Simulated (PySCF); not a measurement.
# Nd(OH)3: other functionals and bases at one geometry

How far do other levels of theory move the description of Nd(OH)3, and what does each cost? It is a constructed species; whether it can be made isn't addressed.

Method: several levels, as the steps say, no spin–orbit coupling; program: PySCF 2.14.0.

1 further run of the same task is left out (for a known fault of the program).

### Step 1. The system as given

7 atoms, charge 0, spin multiplicity 1.

Bond lengths: Nd1–O2 2.105 Å, Nd1–O4 2.105 Å, Nd1–O6 2.105 Å, O2–H3 0.957 Å, O4–H5 0.957 Å, O6–H7 0.957 Å. Angles: O2–Nd1–O4 118.0°, O2–Nd1–O6 118.0°, O4–Nd1–O6 118.0°, Nd1–O2–H3 174.1°, Nd1–O4–H5 174.1°, Nd1–O6–H7 174.1°.

Coordinates:

```mol
H3NdO3
  3D, bonds by distance, orders not assigned

  7  6  0  0  0  0  0  0  0  0999 V2000
   -0.0000   -0.0000   -0.2102 Nd  0  0
    2.0843    0.0000    0.0875 O   0  0
    3.0124    0.0000    0.3198 H   0  0
   -1.0421    1.8051    0.0875 O   0  0
   -1.5062    2.6088    0.3198 H   0  0
   -1.0421   -1.8051    0.0875 O   0  0
   -1.5062   -2.6088    0.3198 H   0  0
  1  2  8  0
  1  4  8  0
  1  6  8  0
  2  3  8  0
  4  5  8  0
  6  7  8  0
M  END
```

Formal oxidation states: Nd +3. Each metal's 3 4f electrons lie in its core potential, so multiplicities, spins and levels count the valence alone. An earlier session relaxed this geometry at PBE0, Nd lcecp-1-SVP with ECP49, O def2-SVP, H def2-SVP (singlet, point group C3v).

At PBE0 on the finer grid: E = -261.154650 Eh, HOMO -7.51 eV, LUMO -1.24 eV, Mulliken charge on Nd1 +1.08 e, largest force component 0.009 eV/Å. 

Levels to run: HF; wB97X; PBE0, TZVP. Hardware: 2 threads of Arm Neoverse V2, shared host.

### Step 2. HF

run.py (the lines that set the calculation) reads:

```python
mol = gto.M(atom='''
Nd     0.00000     0.00000    -0.21021
O      2.08429     0.00000     0.08750
H      3.01241     0.00000     0.31978
O     -1.04215     1.80505     0.08750
H     -1.50621     2.60882     0.31978
O     -1.04214    -1.80505     0.08750
H     -1.50620    -2.60882     0.31978''',
    basis={'Nd': 'lcecp-1-SVP', 'O': 'def2-SVP', 'H': 'def2-SVP'},
    ecp={'Nd': 'lcecp-1-SVP'},
    charge=0, spin=0)
mf = scf.RHF(mol)
mf = mf.density_fit()  # fitting sets: Nd AutoAux, O def2-universal-JKFIT, H def2-universal-JKFIT
mf.conv_tol = 1e-08; mf.max_cycle = 55
mf.kernel(dm0)  # dm0: the density of the relaxed state
```

Started as:

```sh
$ OMP_NUM_THREADS=2 python run.py
```

### Step 3. wB97X

Edit run.py (the lines that set the calculation) of step 2 so:

```diff
@@ -11,3 +11,4 @@
     charge=0, spin=0)
-mf = scf.RHF(mol)
+mf = dft.RKS(mol, xc='WB97X')
+mf.grids.atom_grid = (75, 302)  # f atoms: unpruned, at least (60, 302)
 mf = mf.density_fit()  # fitting sets: Nd AutoAux, O def2-universal-JKFIT, H def2-universal-JKFIT
```

### Step 4. PBE0, TZVP

Basis: Nd lcecp-1-TZVP with ECP49, O def2-TZVP, H def2-TZVP. 

run.py (the lines that set the calculation) reads:

```python
mol = gto.M(atom='''
Nd     0.00000     0.00000    -0.21021
O      2.08429     0.00000     0.08750
H      3.01241     0.00000     0.31978
O     -1.04215     1.80505     0.08750
H     -1.50621     2.60882     0.31978
O     -1.04214    -1.80505     0.08750
H     -1.50620    -2.60882     0.31978''',
    basis={'Nd': 'lcecp-1-TZVP', 'O': 'def2-TZVP', 'H': 'def2-TZVP'},
    ecp={'Nd': 'lcecp-1-TZVP'},
    charge=0, spin=0)
mf = dft.RKS(mol, xc='PBE0')
mf.grids.atom_grid = (75, 302)  # f atoms: unpruned, at least (60, 302)
mf = mf.density_fit()  # fitting sets: Nd AutoAux, O def2-universal-JKFIT, H def2-universal-JKFIT
mf.conv_tol = 1e-08; mf.max_cycle = 55
mf.kernel(dm0)  # dm0: free metal ions and neutral atoms
```

**Question.** What will these runs give? Wanted: for each run, HOMO; gap; charge on Nd1; dipole; largest force.

As calculated:

| level | state | HOMO (eV) | gap (eV) | charge on Nd1 (e) | dipole (D) | largest force (eV/Å) | basis functions | time |
| --- | --- | --- | --- | --- | --- | --- | --- | --- |
| PBE0 (relaxed here) | singlet | -7.51 | 6.28 | 1.08 | 1.06 | 0.01 | 90 | 8.3 s |
| HF | singlet | -11.74 | 12.44 | 1.57 | 1.34 | 1.55 | 90 | 1.7 s |
| wB97X | singlet | -9.98 | 10.50 | 1.10 | 1.14 | 0.25 | 90 | 4.3 s |
| PBE0, TZVP | singlet | -7.79 | 6.50 | 1.70 | 1.19 | 0.27 | 158 | 8.7 s |

Times are on 2 threads of Arm Neoverse V2, shared host; the first row also made further properties.

In one basis the HOMO–LUMO gap runs from 6.28 eV (PBE0) to 12.44 eV (HF). The largest leftover force, 1.55 eV/Å with HF, stands at a geometry relaxed at another level. The Mulliken charge on Nd spans +1.08 to +1.70 e over the levels. With 4f in the core, its levels are missing from HOMO and gap. Total energies of different levels can't be compared. Spin–orbit coupling is left out throughout.
